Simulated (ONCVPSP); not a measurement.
# An ONCV potential for Tm, from input to tests

Task: generate the file, and judge it by its errors in other configurations, its logarithmic derivatives, its ghosts and its cutoff.

The numbers are computed with ONCVPSP 4.0.1 (PBEsol, scalar-relativistic, spin-unpolarised reference atom).

### 1 The design

Typed settings, in words:

- element: thulium (Tm, Z = 69)
- type: optimised norm-conserving Vanderbilt (ONCV)
- frozen core: [Kr] 4d10
- valence charge: 23
- reference configuration: 4f13 5s2 5p6 6s2
- partial waves: 5s+6s: rc 1.80 bohr, ncon 3, nbas 7, qcut 7.5 1/bohr, 2 projectors; 5p: rc 1.55 bohr, ncon 5, nbas 8, qcut 5.5 1/bohr, 2 projectors, debl 3.6 Ha; d scattering state at 0.32 Ha: rc 1.75 bohr, ncon 4, nbas 9, qcut 5.3 1/bohr, 2 projectors, debl 2.2 Ha; 4f: rc 0.65 bohr, ncon 3, nbas 8, qcut 18.3 1/bohr, 2 projectors, debl 2.8 Ha
- local potential: polynomial inside 0.45 bohr (lpopt 1, dvloc0 0 Ha)
- core correction: Teter function, fcfact 6, rcfact 1

The outer shells as boxes (Hund's rule for the drawing; the calculation is spin-unpolarised):

```
[Kr] core
4d [↑↓][↑↓][↑↓][↑↓][↑↓]
4f [↑↓][↑↓][↑↓][↑↓][↑↓][↑↓][↑ ]
5s [↑↓]
5p [↑↓][↑↓][↑↓]
6s [↑↓]
```

### 2 Generation

The input, Tm.dat:

```
# ATOM AND REFERENCE CONFIGURATION
# atsym  z   nc   nv     iexc    psfile
  Tm 69.00    9    4  -116133      upf
#
#   n    l    f
    1    0    2.00
    2    0    2.00
    2    1    6.00
    3    0    2.00
    3    1    6.00
    3    2   10.00
    4    0    2.00
    4    1    6.00
    4    2   10.00
    4    3   13.00
    5    0    2.00
    5    1    6.00
    6    0    2.00
#
# PSEUDOPOTENTIAL AND OPTIMIZATION
# lmax
    3
#
#   l,   rc,      ep,       ncon, nbas, qcut
    0    1.80    0.00    3    7    7.50
    1    1.55    0.00    5    8    5.50
    2    1.75    0.32    4    9    5.30
    3    0.65    0.00    3    8   18.30
#
# LOCAL POTENTIAL
# lloc, lpopt,  rc(5),   dvloc0
    4    1    0.45    0.00
#
# VANDERBILT-KLEINMAN-BYLANDER PROJECTORs
# l, nproj, debl
    0    2    2.10
    1    2    3.60
    2    2    2.20
    3    2    2.80
#
# MODEL CORE CHARGE
# icmod, fcfact, rcfact
    3    6.00    1.00
#
# LOG DERIVATIVE ANALYSIS
# epsh1, epsh2, depsh
   -3.00    5.00    0.02
#
# OUTPUT GRID
# rlmax, drl
    6.00    0.01
#
# TEST CONFIGURATIONS
# ncnf
    4
# nvcnf
#   n    l    f
    4
    4    3   13.00
    5    0    2.00
    5    1    6.00
    6    0    1.00
#
    4
    4    3   13.00
    5    0    2.00
    5    1    6.00
    6    0    0.00
#
    4
    4    3   12.00
    5    0    2.00
    5    1    6.00
    6    0    0.00
#
    4
    4    3   14.00
    5    0    2.00
    5    1    6.00
    6    0    0.00
#
```

Launch:

```bash
$ oncvpsp.x < Tm.dat > Tm.out
```

Q: Predict the outcome of this session. Wanted: cutoffs; bound ghosts; GHOST(+) flags; largest miss of a reference level; largest phase difference near zero energy, channels read; rms error of d²Exc/dn², without and with the model core; projector energies reset by the program.

As calculated:

| quantity | value |
| --- | --- |
| cutoffs | not determined |
| bound ghosts | s at -1384.30 eV, p at -543.67 eV, d at -88.38 eV |
| GHOST(+) flags | s at 24 eV |
| largest miss of a reference level | 20 meV (4f) |
| largest phase difference near zero energy, channels read | 0.000 rad |
| rms error of d²Exc/dn², without and with the model core | 5.32 and 3.31 mHa |
| projector energies reset by the program | d: 0.050, 2.250 Ha |

What this shows: It has a bound ghost (s, p, d), a state that the atom doesn't have, and that rules the file out. Near zero energy the phases of the channels with partial waves agree within 0.001 rad. The pseudo curves have a pole with no partner nearby in the atom's: s at 0.87 Ha. At positive energy that is a spurious or a displaced resonance. The program also flags highly localised states, GHOST(+) (s). These are tests on the free atom; a crystal test is still owed.
